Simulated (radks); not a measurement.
**Nuclear size and the levels of Eu**

The task here is to estimate one member of a computed series from the others.

Method: Dirac Kohn-Sham, BLYP, spin-unpolarised, spherical densities, finite nucleus; open shells are shared between the two j in proportion to 2j + 1. Code: radks (a radial shooting solver on a logarithmic mesh, Libxc functionals) version 1.

## What is computed

| Item | Value |
| --- | --- |
| element | europium (Z = 63) |
| charge | 0 |
| electrons | 63 |
| configuration | [Xe] 4f7 6s2 |
| nuclear rms radius | 5.1115 fm |

The outer shells:

Eu
```
[Xe] core
4f [↑ ][↑ ][↑ ][↑ ][↑ ][↑ ][↑ ]
6s [↑↓]
```

Set-up of the first run:

Input:

```text
Z 63
configuration [Xe] 4f7 6s2 5d0 6p0
relativity Dirac
functional b88,lyp
spin unpolarised
j_filling average
nucleus finite rms 5.1115 fm
c 137.035999084
```

Among the steps run: rms radius 5.1115 fm.

One of the session's tables, all rows but one given; the rest of the session is left out.

It belongs to the step «rms radius 5.1115 fm». Sizes of the orbitals, from the radial functions (bohr):

```
level     <r>  outermost maximum (interpolated)  90 % within  nodes
5p3/2   1.666                              1.43         2.46      3
6s1/2   4.248                              3.56         6.32      5
4f5/2  0.9682                             0.589         1.71      0
4f7/2  0.9913                             0.594         1.75      0
5d3/2       ?                                 ?            ?      ?
5d5/2   3.448                              2.22         5.86      2
6p1/2   5.930                              4.76         9.07      4
6p3/2   6.364                              5.11         9.74      4
```

Q: Estimate the row for 5d3/2 from the others.

As computed: <r>: 3.298; outermost maximum (interpolated): 2.15; 90 % within: 5.58; nodes: 2. In the column «<r>» it lies between 5p3/2 (1.666) and 5d5/2 (3.448).
